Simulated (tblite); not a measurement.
# C3H10O2S3Si: the cost of one run

Programs: tblite 0.8.0 and PySCF 2.14.0, with density-fitted response routines of our own. Each step states its level of theory. These are calculated values for one molecule in the gas phase, unless marked as measured. Atoms count from 0, in the outputs and in this text.

## 1. The starting structure

19 atoms, charge 0, multiplicity 1; geometry from: force field or distance geometry start.

Bonds of the start (Å): C0–S1 1.83, S1–Si2 2.16, Si2–S3 2.14, S3–C4 1.79, C4–S5 1.76, S5–C6 1.79, S5–O7 1.47, S5–O8 1.50, C0–H9 1.09, C0–H10 1.12, C0–H11 1.12, Si2–H12 1.46, Si2–H13 1.47, C4–H14 1.13, C4–H15 1.13, C6–H16 1.13, C6–H17 1.12, C6–H18 1.09.

## 2. Optimising the geometry with GFN2-xTB

Job settings and geometry (Å):

```
{"job": {"kind": "relax", "xc": "GFN2-xTB", "basis": "xTB"}, "charge": 0, "multiplicity": 1}
C      4.355900     0.111400    -0.441500
S      2.651200     0.714600    -0.730300
Si     1.206100    -0.794400    -0.168500
S     -0.107800     0.192200     1.196000
C     -1.224800     1.251400     0.289100
S     -2.364500     0.286100    -0.637500
C     -3.249400    -0.706200     0.567200
O     -1.701300    -0.546500    -1.649300
O     -3.300500     1.249600    -1.308200
H      4.601200    -0.533500    -1.283800
H      4.962800     1.047800    -0.387900
H      4.340400    -0.432300     0.533800
H      0.416200    -1.180900    -1.336600
H      1.867800    -1.965800     0.414600
H     -0.596000     1.866300    -0.424500
H     -1.723600     2.016400     0.946600
H     -2.454700    -1.200600     1.197000
H     -3.797000     0.043100     1.188600
H     -3.891800    -1.409400     0.042800
```

On the command line:

```console
OMP_NUM_THREADS=1 python probes_run.py task.json out
```

The driver reads the jobs from task.json and runs them one after another.

**Question.** How long does this first job take on 1 thread of Arm Neoverse N1, shared host, and how much memory does it need?

About 3.6 s, with a peak of 0.18 GiB.
